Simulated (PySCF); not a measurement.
# NbO₂⁺: the energy surface near the minimum

How stiff is NbO₂⁺ (singlet) against rigid distortions? The scans start from its PBE0 minimum.

Program: PySCF 2.14.0. Level of theory: PBE0, basis Nb def2-TZVP with ECP28, O def2-TZVP, scalar-relativistic core potentials, no spin–orbit coupling, density fitting. These are calculated values, not measurements.

## (1) Where the work starts

3 atoms, charge 1, spin multiplicity 1.

Bond lengths: Nb1–O2 1.663 Å, Nb1–O3 1.663 Å. Angles: O2–Nb1–O3 103.3°.

```xyz
3
charge 1 multiplicity 1
Nb    0.0000    0.0000    0.0000
O     1.3038    0.0000    1.0318
O    -1.3038    0.0000    1.0318
```

## (2) Breathing scan

One driver script runs all scans and calls PySCF for each point, on a (75, 302) grid.

On the command line:

```sh
OMP_NUM_THREADS=2 python axn.py task.json out
```

A rigid scan with PBE0: all bonds to the central atom are scaled together. Each point starts from its neighbour's orbitals, and energies count from the minimum. Dipoles of the ion refer to the centre of mass.

```csv
scale of all bonds to the centre,energy (kJ/mol),dipole size (D)
0.88,337.8,4.93
0.92,134.3,5.39
0.96,30.1,5.77
1.00,0.0,6.09
1.04,24.2,6.36
1.08,87.1,6.57
1.14,228.0,6.82
1.22,459.8,7.05
1.35,851.9,7.25
```

The scan took 14 s on 2 threads of Intel Xeon Platinum 8375C at 2.90GHz (Ice Lake), shared host.

## (3) Stretching one bond

A rigid scan with PBE0: the bond from Nb to the last atom (O) is scaled and the rest held.

```csv
scale of one bond,energy (kJ/mol),dipole size (D)
0.92,62.3,5.81
0.96,13.9,5.95
1.00,0.0,6.09
1.05,17.0,6.27
1.12,81.4,6.49
1.20,183.9,6.70
1.35,390.7,6.92
1.55,615.8,6.83
1.80,784.4,6.34
2.20,891.9,5.72
```

The scan took 18 s.

A restricted determinant lies too high at long bonds, where the pair should uncouple.

## (4) Bending curve

A rigid scan with PBE0: the O–Nb–O angle changes, with bonds held.

```csv
bond angle (°),energy (kJ/mol),dipole size (D)
80,118.2,6.72
90,33.6,6.48
100,1.9,6.20
110,7.2,5.86
120,42.3,5.45
130,102.4,4.96
140,183.2,4.36
150,278.6,3.64
160,378.8,2.77
170,465.3,1.65
180,505.6,0.00
```

The scan took 18 s.

## (5) Summary of results

```
                quantity         value
    all bonds 4 % longer   24.2 kJ/mol
    one bond 20 % longer  183.9 kJ/mol
linear shape, bonds held  505.6 kJ/mol
```

What this shows: Shortening all bonds by 4 % costs 30.1 kJ/mol and lengthening them 24.2: the wall is steeper on the short side. Held rigid otherwise, the linear shape costs 506 kJ/mol. The stability of the closed-shell solution was not tested.
